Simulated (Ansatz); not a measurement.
**ClFMoOS: how energies converge with the basis set**

Aim: see how fast density functionals converge with the basis set for ClFMoOS.

Method: one geometry, several basis sets; program: Ansatz 0.2.0, Gaussian basis.

The runs, in order: PBE0-D4/def2-SVP; ωB97M-V/def2-SVP; PBE0-D4/def2-QZVPP; ωB97M-V/def2-QZVPP; the functionals' def2-TZVPP values are taken from earlier runs.

### 1 The geometry

The geometry comes from an earlier relaxation with PBE0-D4 in a triple-zeta def2 set; it is a stationary point. Mo takes the def2 core potential; no spin-orbit term is included.

SMILES `[O]=[Mo]([F])(=[S])[Cl]`, 5 atoms, charge 0, spin multiplicity 1.

Atoms are counted from 1 here; the program's logs count them from 0.

Bond lengths: O1–Mo2 1.659 Å, Mo2–F3 1.834 Å, Mo2–S4 2.094 Å, Mo2–Cl5 2.235 Å. Angles: O1–Mo2–F3 110.3°, O1–Mo2–S4 107.2°, O1–Mo2–Cl5 108.8°, F3–Mo2–S4 109.5°, F3–Mo2–Cl5 112.4°, S4–Mo2–Cl5 108.5°.

### 2 PBE0-D4 in def2-SVP

in.yaml

```yaml
crystal:
  periodic: [false, false, false]
  atoms:
    - {symbol: O, position_ang: [-0.347007, -0.113161, 1.675848]}
    - {symbol: Mo, position_ang: [0.061410, -0.067882, 0.068905]}
    - {symbol: F, position_ang: [1.596931, -1.027251, -0.225438]}
    - {symbol: S, position_ang: [-1.519790, -0.932393, -0.997736]}
    - {symbol: Cl, position_ang: [0.258356, 2.067087, -0.563078]}
basis:
  gaussian: {orbitals: def2-SVP}
hamiltonian: {xc: pbe0, dispersion: d4}
output: {orbitals: {seedname: orbitals}}
```

Started as:

```
$ ansatz run in.yaml --threads 4 --pin off --events-out ev --progress --plain --max-ram 10444MiB
```

Further steps of the session: ωB97M-V in def2-SVP; PBE0-D4 in def2-QZVPP; ωB97M-V in def2-QZVPP.

Before running them: what should the planned runs give, taken together? Wanted: PBE0-D4: double and triple zeta above quadruple; ωB97M-V: double and triple zeta above quadruple.

As calculated:

| quantity | value |
| --- | --- |
| PBE0-D4: double and triple zeta above quadruple | 15.75, 1.06 eV |
| ωB97M-V: double and triple zeta above quadruple | 15.73, 1.01 eV |

**Reading.** For PBE0-D4 the step from double to triple zeta gains 14.69 eV and the next only 1.06 eV. These are total energies; as a rule much of such shifts cancels in differences, which this series doesn't test.
